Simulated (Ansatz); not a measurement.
# MoNH (quintet): the correlation ladder, def2-SVP

The task here is to estimate one member of a computed series from the others.

Method: def2-SVP, core rule «outside noble gas», up to 5 orbitals frozen; program: Ansatz 0.2.0, Gaussian basis.

Plan: UHF; CCSD(T) on ROHF; CCSD(T) on UHF; CISD as a restricted active space (open shells left free, so some higher excitations enter); CCSDT(Q) on ROHF; CCSDT(Q) on UHF; CASSCF and MRCISD+Q, 12 electrons in 11 orbitals; CASSCF and NEVPT2, 12 electrons in 11 orbitals.

21 further runs of the same task are left out: 3 for a known fault of the program, 7 that didn't finish, 11 set aside as unsound or not needed. Runs told in other sessions of the task aren't counted.

## The geometry

The geometry is a PBE0/def2-TZVP stationary point (not a proven minimum) of the parent state, kept for this charge and spin. No spin-orbit coupling is included. Elements past krypton take def2 core potentials.

3 atoms, charge 0, spin multiplicity 5.

Atoms are counted from 1 here; the program's logs count them from 0.

Bond lengths: Mo1–N2 2.057 Å, N2–H3 1.028 Å. Angles: Mo1–N2–H3 115.2°.

Set-up of the first run:

Input file in.yaml:

```yaml
crystal:
  periodic: [false, false, false]
  atoms:
    - {symbol: Mo, position_ang: [0.000000, 0.010781, 0.282315]}
    - {symbol: N, position_ang: [0.000000, -0.129244, -1.770393]}
    - {symbol: H, position_ang: [0.000000, 0.769802, -2.269895]}
basis:
  gaussian: {orbitals: def2-SVP}
magnetization: {spin_polarized: true, initial_magnetization: 4}
hamiltonian: {xc: hf}
output: {orbitals: {seedname: orbitals}}
```

Run with:

```
$ ansatz run in.yaml --threads 1 --pin off --events-out ev --progress --plain --max-ram 2393MiB
```

Among the steps run: UHF; CCSD(T) on ROHF; CCSD(T) on UHF; CISD as a restricted active space (open shells left free, so some higher excitations enter); CCSDT(Q) on ROHF; CCSDT(Q) on UHF; CASSCF and MRCISD+Q, 12 electrons in 11 orbitals; CASSCF and NEVPT2, 12 electrons in 11 orbitals.

One table of the session follows, with a row left open; its other results are not shown here.

```
          method  from RCCSDT(Q) (meV)
            ROHF               +9607.6
             UHF               +7004.4
            RMP2                +899.4
            UMP2               +1275.6
           RCCSD                +614.8
           UCCSD                +375.2
        RCCSD(T)                 +54.0
        UCCSD(T)                 +81.1
          RCCSDT                 +30.8
          UCCSDT                 -33.0
       RCCSDT(Q)                     0
       UCCSDT(Q)                 -91.9
  CASSCF valence               +5295.5
  NEVPT2 valence               +1085.3
  MRCISD valence                     ?
MRCISD+Q valence                 +48.0
```

**Question.** Estimate the row for MRCISD valence.

As computed: from RCCSDT(Q) (meV): +404.7. In the column «from RCCSDT(Q) (meV)» it lies between UCCSD (+375.2) and RCCSD (+614.8).

Not comparable, so not listed: CISD as a restricted active space (open shells left free, so some higher excitations enter) (they don't share determinant, frozen orbitals or solution with the rows shown, or repeat one).

Limits of these values: The determinant of HF (⟨S²⟩ 7.02) is far from a pure spin state, so its energy mixes those of several spin states; that is harmless only where they are near-degenerate. The determinant of CCSD(T) (⟨S²⟩ 7.02) is far from a pure spin state, so its energy mixes those of several spin states; high orders of coupled cluster remove much of that, low ones don't. The determinant of CCSDT(Q) (⟨S²⟩ 7.02) is far from a pure spin state, so its energy mixes those of several spin states; high orders of coupled cluster remove much of that, low ones don't. Warnings: spin contamination; large T1 diagnostic. Restricted and unrestricted rows rest on different reference determinants; a gap between their highest levels can come from leftover correlation error, from unlike frozen cores or from another state.
